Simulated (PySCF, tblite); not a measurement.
# C₃H₇ClOSi₂: geometry, infrared bands and NMR shifts

Wanted: the infrared bands and NMR shifts of C₃H₇ClOSi₂ (`O=C(Cl)C=C([SiH3])[SiH3]`), by calculation.

Programs: tblite 0.8.0 and PySCF 2.14.0, with density-fitted response routines of our own. Each step states its level of theory. These are calculated values for one molecule in the gas phase, unless marked as measured. Atoms count from 0, in the outputs and in this text.

## (1) The starting structure

14 atoms, charge 0, multiplicity 1; geometry from: force field or distance geometry start.

Bonds of the start (Å): O0–C1 1.21, C1–Cl2 1.77, C1–C3 1.50, C3–C4 1.34, C4–Si5 1.86, C4–Si6 1.86, C3–H7 1.10, Si5–H8 1.49, Si5–H9 1.48, Si5–H10 1.48, Si6–H11 1.48, Si6–H12 1.49, Si6–H13 1.48.

## (2) Geometry optimisation with GFN2-xTB

What the job is given:

```
{"job": {"kind": "relax", "xc": "GFN2-xTB", "basis": "xTB"}, "charge": 0, "multiplicity": 1}
O      2.228400     1.597600    -0.402000
C      2.339700     0.549800     0.202000
Cl     3.873600    -0.033600     0.869000
C      1.155900    -0.345500     0.440200
C     -0.122900    -0.162500     0.068100
Si    -1.473500    -1.380900     0.438200
Si    -0.839700     1.259800    -0.887800
H      1.429500    -1.245900     1.009800
H     -0.867400    -2.512300     1.199600
H     -2.055300    -1.917300    -0.808600
H     -2.516000    -0.753700     1.283400
H     -0.197300     1.339700    -2.213700
H     -0.661500     2.510900    -0.102700
H     -2.294200     1.093600    -1.117600
```

The run is started by

```
$ OMP_NUM_THREADS=1 python probes_run.py task.json out
```

This one command runs all jobs of the session in turn.

**Question.** This job is followed by: GFN2-xTB harmonic vibrations, gas phase; GIAO PBE0/pcSseg-1 NMR shielding, non-relativistic, gas phase. What will the session give for the following? strongest single infrared mode (GFN2-xTB); zero-point energy (GFN2-xTB); 13C shifts against TMS (PBE0/pcSseg-1); 1H shifts against TMS (PBE0/pcSseg-1, means over atoms taken as alike); 17O shifts against H2O (PBE0/pcSseg-1); 35Cl shifts against HCl (PBE0/pcSseg-1); 29Si shifts against TMS (PBE0/pcSseg-1); surface potential, 1st and 99th percentile.

As calculated:

```
                                                              quantity                    value
                             strongest single infrared mode (GFN2-xTB)     777 cm⁻¹, 434 km/mol
                                          zero-point energy (GFN2-xTB)            50.2 kcal/mol
                                13C shifts against TMS (PBE0/pcSseg-1)  189.4, 177.8, 155.3 ppm
1H shifts against TMS (PBE0/pcSseg-1, means over atoms taken as alike)     7.42, 4.41, 4.34 ppm
                                17O shifts against H2O (PBE0/pcSseg-1)                565.6 ppm
                               35Cl shifts against HCl (PBE0/pcSseg-1)                  471 ppm
                               29Si shifts against TMS (PBE0/pcSseg-1)         -62.2, -76.4 ppm
                                 surface potential, 1st and 99th percentile       -1.12 V and 1.27 V
```

In words: Relaxing lowered the energy by 0.418 eV in 38 steps; the close pair that moved most is C1–C3, from 1.503 to 1.441 Å. All 36 modes are real, so the xTB geometry is a minimum. Unscaled tight-binding wavenumbers are off by several per cent, some by more. Its intensities can rank the bands wrongly. The most deshielded hydrogen is H7 (hydrogen on an α carbon of a C=C–C=O unit), at 7.42 ppm: olefinic region. At PBE0/pcSseg-1: Shielding is most anisotropic at O0 (span 901 ppm, paramagnetic term -633 ppm). At PBE0/pcSseg-1, counted by nearest atom on the grid, the HOMO lies on O0 34 %; Cl2 16 %, the LUMO on C4 31 %; C1 21 %.
